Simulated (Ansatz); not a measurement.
# BAsH3Cl3: small, medium and large basis sets

Aim: see how fast density functionals converge with the basis set for BAsH3Cl3.

The runs use Ansatz 0.2.0, Gaussian basis; one geometry, several basis sets.

Levels to be run: PBE0-D4/def2-SVP; ωB97M-V/def2-SVP; PBE0-D4/def2-QZVPP; ωB97M-V/def2-QZVPP; the functionals' def2-TZVPP values are taken from earlier runs.

### Step 1. Structure used throughout

An earlier PBE0-D4/def2-TZVP relaxation fixed the geometry.

SMILES `Cl[B-](Cl)(Cl)[AsH3+]`, 8 atoms, charge 0, spin multiplicity 1.

Atoms are counted from 1 here; the program's logs count them from 0.

Bond lengths: Cl1–B2 1.814 Å, B2–Cl3 1.814 Å, B2–Cl4 1.814 Å, B2–As5 2.148 Å, As5–H6 1.503 Å, As5–H7 1.503 Å, As5–H8 1.503 Å. Angles: Cl1–B2–Cl3 114.6°, Cl1–B2–Cl4 114.6°, Cl1–B2–As5 103.7°, Cl3–B2–Cl4 114.6°, Cl3–B2–As5 103.7°, Cl4–B2–As5 103.7°, B2–As5–H6 116.7°, B2–As5–H7 116.7°, B2–As5–H8 116.7°, H6–As5–H7 101.4°, H6–As5–H8 101.4°, H7–As5–H8 101.4°.

### Step 2. PBE0-D4 in def2-SVP

in.yaml reads:

```yaml
crystal:
  periodic: [false, false, false]
  atoms:
    - {symbol: Cl, position_ang: [-1.525241, -1.674440, 0.709764]}
    - {symbol: B, position_ang: [0.059099, -1.172051, -0.017906]}
    - {symbol: Cl, position_ang: [1.511492, -1.553244, 1.000544]}
    - {symbol: Cl, position_ang: [0.243707, -1.577948, -1.776709]}
    - {symbol: As, position_ang: [-0.028587, 0.974243, 0.002445]}
    - {symbol: H, position_ang: [-0.184424, 1.631205, 1.345269]}
    - {symbol: H, position_ang: [-1.148599, 1.611440, -0.771230]}
    - {symbol: H, position_ang: [1.164653, 1.703795, -0.547975]}
basis:
  gaussian: {orbitals: def2-SVP}
hamiltonian: {xc: pbe0, dispersion: d4}
output: {orbitals: {seedname: orbitals}}
```

On the command line:

```bash
$ ansatz run in.yaml --threads 4 --pin off --events-out ev --progress --plain --max-ram 10444MiB
```

Further steps of the session: ωB97M-V in def2-SVP; PBE0-D4 in def2-QZVPP; ωB97M-V in def2-QZVPP.

Before running them: what should the planned runs give, taken together? Wanted: PBE0-D4: double and triple zeta above quadruple; ωB97M-V: double and triple zeta above quadruple.

**Answer**, as computed:

| quantity | value |
| --- | --- |
| PBE0-D4: double and triple zeta above quadruple | 23.47, 2.44 eV |
| ωB97M-V: double and triple zeta above quadruple | 23.24, 2.36 eV |

PBE0-D4 gains 21.02 eV from double to triple zeta, then 2.44 eV more. Total energies overstate the basis error of differences, where much of it tends to cancel. The LUMO of ωB97M-V is positive and keeps falling with the basis (1.90 to 0.82 eV): an unbound level that the basis holds in place.
